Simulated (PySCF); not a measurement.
# C3H6AlNSn: the cost of one run

Programs: PySCF 2.14.0, with routines of our own; each step states its level. All values are computed. Atoms count from 0.

### 1 The starting structure

12 atoms, charge 0, multiplicity 1; geometry from: GFN2-xTB.

### 2 Relaxing the molecule at PBE0-D3(BJ)/def2-SVP

What the job is given:

```
{"job": {"xc": "PBE0", "basis": "def2-SVP", "d3": "d3bj", "grid": 1, "maxiter": 30, "shake": 0.01, "kind": "geom"}, "charge": 0, "multiplicity": 1}
C      0.691600    -0.919610    -0.747490
N      0.466320    -1.817490    -1.430850
Al    -0.595860    -2.001250    -3.049190
C     -1.146590    -0.010910    -3.111020
C     -1.031380     1.091420    -2.431170
Sn     0.191700     1.193570    -0.586130
H      0.412210    -2.352600    -4.192660
H     -1.739360    -2.949750    -2.723110
H     -1.818230     0.122770    -3.969680
H     -1.450210     2.071520    -2.618940
H     -0.435510     1.277430     1.011650
H      1.752150     1.894110    -0.469150
```

On the command line:

```console
$ OMP_NUM_THREADS=1 python heavy_run.py task.json out
```

This one command runs all jobs of the session in turn.

Q: Estimate the wall time and peak memory of this first job on 1 thread of Arm Neoverse V1, shared host.

About 56 s, with a peak of 0.53 GiB.
